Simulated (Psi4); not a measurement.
# A workflow on GeH3F (fluorogermane), part 2 of 2

Psi4 1.11.

## 4. The energy at CCSD(T)/def2-TZVP (run 3)

fgeh3.sdf

```

     RDKit          3D

  5  4  0  0  0  0  0  0  0  0999 V2000
   -1.0460    0.5871    1.1261 F   0  0  0  0  0  0  0  0  0  0  0  0
    0.0793    0.0470   -0.1173 Ge  0  0  0  0  0  4  0  0  0  0  0  0
    1.3570   -0.4330    0.6144 H   0  0  0  0  0  0  0  0  0  0  0  0
   -0.6203   -1.1043   -0.8811 H   0  0  0  0  0  0  0  0  0  0  0  0
    0.3545    1.2666   -1.0309 H   0  0  0  0  0  0  0  0  0  0  0  0
  2  1  1  0
  3  2  1  0
  4  2  1  0
  5  2  1  0
M  END
$$$$
```

calc.py

```python
import psi4
from rdkit import Chem

psi4.set_memory(1600000000)
psi4.set_num_threads(1)
psi4.core.set_output_file('output.dat', False)

rd = Chem.SDMolSupplier('fgeh3.sdf', removeHs=False, sanitize=False)[0]
xyz = rd.GetConformer().GetPositions()
atoms = '\n'.join(f'{a.GetSymbol()} {x:.4f} {y:.4f} {z:.4f}' for a, (x, y, z) in zip(rd.GetAtoms(), xyz))
molecule = psi4.geometry('0 1\n' + atoms + '')

options = {'reference': 'rhf', 'scf_type': 'pk', 'num_frozen_docc': 10}
psi4.set_options(options)

E, wfn = psi4.energy("ccsd(t)/def2-TZVP", molecule=molecule, return_wfn=True)
print('E =', round(E, 9))
```

Started as:

```console
python calc.py
```

output.dat, cut to the lines that bear on the results:

```text
[...]
  Running in c1 symmetry.
[...]
  Nuclear repulsion =  125.297001978429890
[...]
  Multiplicity = 1
[...]
  Nalpha       = 22
  Nbeta        = 22
[...]
    Number of basis functions: 97
[...]
   @RHF iter   1: -2175.41461944193952   -3.08840e+00   2.77586e-02 ADIIS/DIIS
[...]
   @RHF iter  11: -2176.62322398139759   -2.27374e-12   3.28252e-09 DIIS
[...]
    Orbital Energies [Eh]
    ---------------------
    Doubly Occupied:
       1A   -405.270176     2A    -52.175738     3A    -46.263951
       4A    -46.263385     5A    -46.263383     6A    -26.250718
       7A     -7.221210     8A     -5.198241     9A     -5.196425
      10A     -5.196422    11A     -1.684933    12A     -1.672188
      13A     -1.672182    14A     -1.667471    15A     -1.667468
      16A     -1.520732    17A     -0.759398    18A     -0.624658
      19A     -0.624655    20A     -0.604430    21A     -0.485821
      22A     -0.485660
[...]
  @RHF Final Energy: -2176.62322398139759
   => Energetics <=
    Nuclear Repulsion Energy =            125.2970019784298898
    One-Electron Energy =               -3286.3019679962017108
    Two-Electron Energy =                 984.3817420363742485
    Total Energy =                      -2176.6232239813975866
[...]
 Multipole Moments:
 ------------------------------------------------------------------------------------
     Multipole            Electronic (a.u.)      Nuclear  (a.u.)        Total (a.u.)
 ------------------------------------------------------------------------------------
 L = 1.  Multiply by 2.5417464519 to convert [e a0] to [Debye]
 Dipole X            :          0.3542692            0.2564160            0.6106852
 Dipole Y            :         -0.1666657           -0.1252541           -0.2919198
 Dipole Z            :         -0.3870431           -0.2862195           -0.6732626
 Magnitude           :                                                    0.9546916
[...]
      * MP2 total energy                      = -2177.130695992331766
[...]
      * CCSD total energy                     = -2177.144452809316135
[...]
      * CCSD(T) total energy                  = -2177.159641661027763
```

On the terminal:

```text
E = -2177.159641661
```

Run time: 62 s. Hardware: 1 thread of Intel Xeon Platinum 8488C (Sapphire Rapids), shared host; peak memory 0.76 GiB.

## 5. The excited states at TD-BP86/def2-SVP (density fitting, save jk yes) (run 4)

job.in

```
memory 1600 MB

molecule system {
  F     -1.046022     0.587145     1.126138
  Ge     0.079340     0.046991    -0.117278
  H      1.356996    -0.432978     0.614408
  H     -0.620348    -1.104315    -0.881078
  H      0.354466     1.266583    -1.030892
  symmetry c1
}

set globals {
  basis def2-SVP
  save_jk true
}

from psi4.driver.procrouting.response.scf_response import tdscf_excitations
energy_value, wavefunction = energy('bp86', return_wfn=True)
states = tdscf_excitations(wavefunction, states=6, tda=False)
```

Started as:

```console
psi4 -n 1 job.in job.out
```

job.out:

```text
Psi4 1.11 release

   => Loading Basis Set <=

    Name: DEF2-SVP
    Role: ORBITAL
    Keyword: BASIS

         ---------------------------------------------------------
                                   SCF
                              RKS Reference
                        1 Threads,   1525 MiB Core
         ---------------------------------------------------------

  ==> Geometry <==

    Molecular point group: c1
    Full point group: C1

    Geometry (in Angstrom), charge = 0, multiplicity = 1:

       Center              X                  Y                   Z               Mass
    ------------   -----------------  -----------------  -----------------  -----------------
         F           -0.911481888785     0.437518546871     1.007132197344    18.998403162730
         GE           0.213880111215    -0.102635453129    -0.236283802656    73.921177761000
         H            1.491536111215    -0.582604453129     0.495402197344     1.007825032230
         H           -0.485807888785    -1.253941453129    -1.000083802656     1.007825032230
         H            0.489006111215     1.116956546871    -1.149897802656     1.007825032230

  Running in c1 symmetry.

  Rotational constants: A =      2.53544  B =      0.32328  C =      0.32326 [cm^-1]
  Rotational constants: A =  76010.63204  B =   9691.83664  C =   9691.10940 [MHz]
  Nuclear repulsion =  125.293773009194950

  Charge       = 0
  Multiplicity = 1
  Electrons    = 44
  Nalpha       = 22
  Nbeta        = 22

  ==> Algorithm <==

  SCF Algorithm Type is DF.
  DIIS enabled.
  MOM disabled.
  Fractional occupation disabled.
  Guess Type is SAD.
  Energy threshold   = 1.00e-06
  Density threshold  = 1.00e-06
  Integral threshold = 1.00e-12

  ==> Primary Basis <==

  Basis Set: DEF2-SVP
    Blend: DEF2-SVP
    Number of shells: 27
    Number of basis functions: 61
    Number of Cartesian functions: 65
    Spherical Harmonics?: true
    Max angular momentum: 2

  ==> DFT Potential <==

   => LibXC <=

    Version 7.1.2

   => Composite Functional: BP86 <=

    BP86 GGA Exchange-Correlation Functional

    Deriv               =              1
    GGA                 =           TRUE
    Meta                =          FALSE

    Exchange Hybrid     =          FALSE
    MP2 Hybrid          =          FALSE

   => Exchange Functionals <=

    1.0000     XC_GGA_X_B88

   => Correlation Functionals <=

    1.0000     XC_GGA_C_P86

   => LibXC Density Thresholds  <==

    XC_GGA_C_P86:  1.00E-15
    XC_GGA_X_B88:  1.00E-15

   => Molecular Quadrature <=

    Radial Scheme          =       TREUTLER
    Pruning Scheme         =           NONE
    Nuclear Scheme         =       TREUTLER

    Blocking Scheme        =         OCTREE
    BS radius alpha        =              1
    Pruning alpha          =              1
    Radial Points          =             75
    Spherical Points       =            302
    Total Points           =         109069
    Total Blocks           =            862
    Max Points             =            254
    Max Functions          =             60
    Weights Tolerance      =       1.00E-15

   => Loading Basis Set <=

    Name: (DEF2-SVP AUX)
    Role: JKFIT
    Keyword: DF_BASIS_SCF

  ==> Integral Setup <==

  DFHelper Memory: AOs need 0.013 GiB; user supplied 0.961 GiB.
  SCF_SUBTYPE=INCORE selected. In-core MEM_DF algorithm will be used.
  Using in-core AOs.

  ==> MemDFJK: Density-Fitted J/K Matrices <==

    J tasked:                   Yes
    K tasked:                    No
    wK tasked:                   No
    Memory [MiB]:               983
    Algorithm:                 Core
    Schwarz Cutoff:           1E-12
    Mask sparsity (%):       0.2687
    Fitting Condition:        1E-10

   => Auxiliary Basis Set <=

  Basis Set: (DEF2-SVP AUX)
    Blend: DEF2-UNIVERSAL-JKFIT
    Number of shells: 103
    Number of basis functions: 397
    Number of Cartesian functions: 524
    Spherical Harmonics?: true
    Max angular momentum: 5

  Cached 100.0% of DFT collocation blocks in 0.157 [GiB].

  Minimum eigenvalue in the overlap matrix is 2.1492277904E-02.
  Reciprocal condition number of the overlap matrix is 5.6318032704E-03.
    Using symmetric orthogonalization.

  ==> Pre-Iterations <==

  SCF Guess: Superposition of Atomic Densities via on-the-fly atomic UHF (no occupation information).

   -------------------------
    Irrep   Nso     Nmo
   -------------------------
     A         61      61
   -------------------------
    Total      61      61
   -------------------------

  ==> Iterations <==

                           Total Energy        Delta E     RMS |[F,P]|

   @DF-RKS iter SAD: -2175.38415919714635   -2.17538e+03   0.00000e+00
   @DF-RKS iter   1: -2177.14828468206815   -1.76413e+00   4.04188e-02 ADIIS/DIIS
   @DF-RKS iter   2: -2171.22616496140427    5.92212e+00   1.11253e-01 ADIIS
   @DF-RKS iter   3: -2178.28611196017891   -7.05995e+00   2.09869e-02 ADIIS/DIIS
   @DF-RKS iter   4: -2178.58618629179318   -3.00074e-01   1.69013e-03 ADIIS/DIIS
   @DF-RKS iter   5: -2178.58665099469681   -4.64703e-04   1.39657e-03 ADIIS/DIIS
   @DF-RKS iter   6: -2178.58910997232124   -2.45898e-03   7.54031e-05 DIIS
   @DF-RKS iter   7: -2178.58912303032139   -1.30580e-05   1.29812e-05 DIIS
   @DF-RKS iter   8: -2178.58912337950687   -3.49185e-07   1.08360e-06 DIIS
   @DF-RKS iter   9: -2178.58912338124810   -1.74123e-09   2.35128e-07 DIIS
  Energy and wave function converged.

  ==> Post-Iterations <==

   Electrons on quadrature grid:
      Ntotal   =   43.9999679995 ; deviation = -3.200e-05

    Orbital Energies [Eh]
    ---------------------

    Doubly Occupied:

       1A   -397.175116     2A    -49.202944     3A    -43.829645
       4A    -43.828664     5A    -43.828662     6A    -24.250287
       7A     -6.005785     8A     -4.226525     9A     -4.222232
      10A     -4.222229    11A     -1.142332    12A     -1.130288
      13A     -1.130287    14A     -1.127326    15A     -1.127323
      16A     -1.004286    17A     -0.520223    18A     -0.370198
      19A     -0.355445    20A     -0.355381    21A     -0.295182
      22A     -0.295088

    Virtual:

      23A     -0.033483    24A      0.004918    25A      0.037873
      26A      0.038099    27A      0.162100    28A      0.246784
      29A      0.246840    30A      0.329570    31A      0.342787
      32A      0.342912    33A      0.426833    34A      0.426943
      35A      0.480042    36A      0.673281    37A      0.773498
      38A      0.773762    39A      1.166797    40A      1.166874
      41A      1.183318    42A      1.286007    43A      1.437859
      44A      1.474966    45A      1.475505    46A      1.645812
      47A      1.646156    48A      1.680053    49A      1.769498
      50A      1.828868    51A      1.829073    52A      2.304142
      53A      2.304206    54A      2.311075    55A      2.548856
      56A      2.549030    57A      3.020234    58A      3.020361
      59A      3.063112    60A      3.063138    61A      3.344977

    Final Occupation by Irrep:
              A
    DOCC [    22 ]
    NA   [    22 ]
    NB   [    22 ]

  @DF-RKS Final Energy: -2178.58912338124810

   => Energetics <=

    Nuclear Repulsion Energy =            125.2937730091949504
    One-Electron Energy =               -3284.6242693025105837
    Two-Electron Energy =                1071.6004244099474363
    DFT Exchange-Correlation Energy =     -90.8590514978794772
    Empirical Dispersion Energy =           0.0000000000000000
    VV10 Nonlocal Energy =                  0.0000000000000000
    Total Energy =                      -2178.5891233812481005

Computation Completed

Properties will be evaluated at   0.000000,   0.000000,   0.000000 [a0]

Properties computed using the SCF density matrix

 Multipole Moments:

 ------------------------------------------------------------------------------------
     Multipole            Electronic (a.u.)      Nuclear  (a.u.)        Total (a.u.)
 ------------------------------------------------------------------------------------

 L = 1.  Multiply by 2.5417464519 to convert [e a0] to [Debye]
 Dipole X            :          0.2336793            0.2561730            0.4898522
 Dipole Y            :         -0.1089363           -0.1252075           -0.2341438
 Dipole Z            :         -0.2536640           -0.2862393           -0.5399033
 Magnitude           :                                                    0.7656853

 ------------------------------------------------------------------------------------

	total time  =          4 seconds =       0.07 minutes

******************************************************************************************
**********                               WARNING                                **********
**********       The names of excited state variables changed between 1.5       **********
**********     and 1.6. For a quick solution, remove the symmetry specifier     **********
**********   from the variable name. For full details, see 'Notes on Psivars'   **********
**********                        in the documentation.                         **********
******************************************************************************************

         ---------------------------------------------------------
                         TDSCF excitation energies
         ---------------------------------------------------------

  ==> Options <==

     Residual threshold  : 1.0000e-04
     Initial guess       : denominators
     Reference           : RHF
     Solver type         : RPA (Hamiltonian)

  ==> Requested Excitations <==

      6 singlet states with A symmetry

  ==> Seeking the lowest 6 singlet states with A symmetry

                        Generalized Hamiltonian Solver

  ==> Options <==

    Max number of iterations        = 60
    Eigenvector tolerance           = 1.0000e-04
    Max number of expansion vectors = 1200

  => Iterations <=
                              Max[D[value]]     Max[|R|]   # vectors
  HamiltonianSolver iter   1:   3.33397e-01  8.47764e-02     24
  HamiltonianSolver iter   2:   1.88118e-03  2.18290e-02     30
  HamiltonianSolver iter   3:   6.89376e-05  6.80434e-03     42
  HamiltonianSolver iter   4:   5.18025e-06  2.22918e-03     54
  HamiltonianSolver iter   5:   3.46286e-07  9.54270e-04     66
  HamiltonianSolver iter   6:   3.04388e-08  2.79460e-04     78
  HamiltonianSolver iter   7:   2.10053e-09  8.48837e-05     86      Converged

******************************************************************************************
**********                               WARNING                                **********
**********  Length-gauge rotatory strengths are **NOT** gauge-origin invariant  **********
******************************************************************************************

                                    Excitation Energy         Total Energy        Oscillator Strength             Rotatory Strength
     #   Sym: GS->ES (Trans)        au              eV              au          au (length)    au (velocity)    au (length)    au (velocity)
    ---- -------------------- --------------- --------------- --------------- --------------- --------------- --------------- ---------------
     1        A->A (1 A)       0.26720         7.27097        -2178.32192      0.0001          0.0036          0.0000          0.0000
     2        A->A (1 A)       0.26730         7.27358        -2178.32182      0.0001          0.0036         -0.0000         -0.0000
     3        A->A (1 A)       0.31330         8.52525        -2178.27583      0.0393          0.0408         -0.0000         -0.0000
     4        A->A (1 A)       0.31344         8.52924        -2178.27568      0.0396          0.0411          0.0000          0.0000
     5        A->A (1 A)       0.33139         9.01753        -2178.25774      0.0121          0.0151          0.0000          0.0000
     6        A->A (1 A)       0.33146         9.01937        -2178.25767      0.0121          0.0151         -0.0000         -0.0000

Contributing excitations and de-excitations
Only contributions with abs(coeff) > 1.00e-01 will be printed:

Excited State    1 (1 A):   0.26720 au   170.52 nm f = 0.0001
  Sums of squares: Xssq =  1.000347e+00; Yssq =  3.468691e-04; Xssq - Yssq =  1.000000e+00
     22a  ->  23a    -0.998553 (99.711%)

Excited State    2 (1 A):   0.26730 au   170.46 nm f = 0.0001
  Sums of squares: Xssq =  1.000347e+00; Yssq =  3.465675e-04; Xssq - Yssq =  1.000000e+00
     21a  ->  23a    -0.998528 (99.706%)

Excited State    3 (1 A):   0.31330 au   145.43 nm f = 0.0393
  Sums of squares: Xssq =  1.001174e+00; Yssq =  1.174109e-03; Xssq - Yssq =  1.000000e+00
     20a  ->  23a    -0.124059 ( 1.539%)
     20a  ->  24a     0.205009 ( 4.203%)
     21a  ->  26a     0.182570 ( 3.333%)
     22a  ->  24a     0.922279 (85.060%)
     22a  ->  25a    -0.183972 ( 3.385%)

Excited State    4 (1 A):   0.31344 au   145.36 nm f = 0.0396
  Sums of squares: Xssq =  1.001177e+00; Yssq =  1.177440e-03; Xssq - Yssq =  1.000000e+00
     19a  ->  23a    -0.124511 ( 1.550%)
     19a  ->  24a     0.206402 ( 4.260%)
     21a  ->  24a     0.921571 (84.929%)
     21a  ->  25a     0.183828 ( 3.379%)
     22a  ->  26a     0.184022 ( 3.386%)

Excited State    5 (1 A):   0.33139 au   137.49 nm f = 0.0121
  Sums of squares: Xssq =  1.000597e+00; Yssq =  5.970360e-04; Xssq - Yssq =  1.000000e+00
     20a  ->  23a     0.975373 (95.135%)
     21a  ->  26a     0.126256 ( 1.594%)
     22a  ->  25a    -0.128544 ( 1.652%)

Excited State    6 (1 A):   0.33146 au   137.46 nm f = 0.0121
  Sums of squares: Xssq =  1.000597e+00; Yssq =  5.972665e-04; Xssq - Yssq =  1.000000e+00
     19a  ->  23a     0.975415 (95.144%)
     21a  ->  25a     0.129008 ( 1.664%)
     22a  ->  26a     0.125328 ( 1.571%)

******************************************************************************************
**********                               WARNING                                **********
**********       The names of excited state variables changed between 1.5       **********
**********     and 1.6. For a quick solution, remove the symmetry specifier     **********
**********   from the variable name. For full details, see 'Notes on Psivars'   **********
**********                        in the documentation.                         **********
******************************************************************************************

    Psi4 run time: 0:00:13.75
```

It took 16 s on 1 thread of Intel Xeon Platinum 8488C (Sapphire Rapids), shared host; peak memory 0.39 GiB.

The roots found:

```
excited state  energy (eV)  strength  label
            1        7.271    0.0001    A 1
            2        7.274    0.0001    A 1
            3        8.525    0.0393    A 1
            4        8.529    0.0396    A 1
            5        9.018    0.0121    A 1
            6        9.019    0.0121    A 1
```

## 6. Outcome

This closing draws on all 2 parts.

| quantity | value |
| --- | --- |
| run 1, BP86-D3(BJ)/def2-SVP: total energy at the end | -2178.59214 Eh |
| run 1, BP86-D3(BJ)/def2-SVP: dipole moment | 1.95 D |
| run 1, BP86-D3(BJ)/def2-SVP: HOMO energy | -8.03 eV |
| run 1, BP86-D3(BJ)/def2-SVP: LUMO energy | -0.91 eV |
| run 1, BP86-D3(BJ)/def2-SVP: HOMO–LUMO gap | 7.12 eV |
| run 1, BP86-D3(BJ)/def2-SVP: dispersion energy | -7.92 kJ/mol |
| run 2, BP86-D3(BJ)/def2-SVP: lowest harmonic wavenumber | 626 cm⁻¹ |
| run 2, BP86-D3(BJ)/def2-SVP: highest harmonic wavenumber | 2102 cm⁻¹ |
| run 2, BP86-D3(BJ)/def2-SVP: zero-point energy | 64.4 kJ/mol |
| run 2, BP86-D3(BJ)/def2-SVP: ideal-gas entropy at 298.15 K (symmetry number 3 as used) | 60.4 cal/(mol K) |
| run 3, CCSD(T)/def2-TZVP: total energy | -2177.15964 Eh |
| run 3, CCSD(T)/def2-TZVP: HOMO energy (Hartree–Fock orbitals) | -13.22 eV |
| run 3, CCSD(T)/def2-TZVP: LUMO energy (Hartree–Fock orbitals) | 3.00 eV |
| run 3, CCSD(T)/def2-TZVP: HOMO–LUMO gap (Hartree–Fock orbitals) | 16.21 eV |
| run 3, CCSD(T)/def2-TZVP: correlation energy (10 core orbitals frozen) | -536.4 mEh |
| run 3, CCSD(T)/def2-TZVP: (T) correction | -15.19 mEh |
| run 3, CCSD(T)/def2-TZVP: T1 diagnostic | 0.012 |
| run 4, TD-BP86/def2-SVP: ground-state or mean-field energy | -2178.58912 Eh |
| run 4, TD-BP86/def2-SVP: dipole moment (BP86 Kohn–Sham density) | 1.95 D |
| run 4, TD-BP86/def2-SVP: HOMO energy (BP86 Kohn–Sham orbitals) | -8.03 eV |
| run 4, TD-BP86/def2-SVP: LUMO energy (BP86 Kohn–Sham orbitals) | -0.91 eV |
| run 4, TD-BP86/def2-SVP: HOMO–LUMO gap (BP86 Kohn–Sham orbitals) | 7.12 eV |
| run 4, TD-BP86/def2-SVP: lowest excitation energy | 7.27 eV |

**Reading.** The optimisation (run 1, BP86-D3(BJ)/def2-SVP) took 8 steps and changed the energy by -0.707 eV. All 9 modes (run 2, BP86-D3(BJ)/def2-SVP) are real, so the shape is a minimum at this level. The triples (run 3, CCSD(T)/def2-TZVP) make up 2.8 % of the correlation energy. The brightest of the 6 transitions from the ground state lies at 8.53 eV (145 nm, f = 0.040); the lowest, at 7.27 eV, has f = 0.000. The basis has no diffuse functions, so Rydberg states are missing or pushed up, and the true lowest state may lie lower. Roots above 8.0 eV lie over the negative of the HOMO energy, where those of Rydberg kind are poorly described; valence roots are less touched.
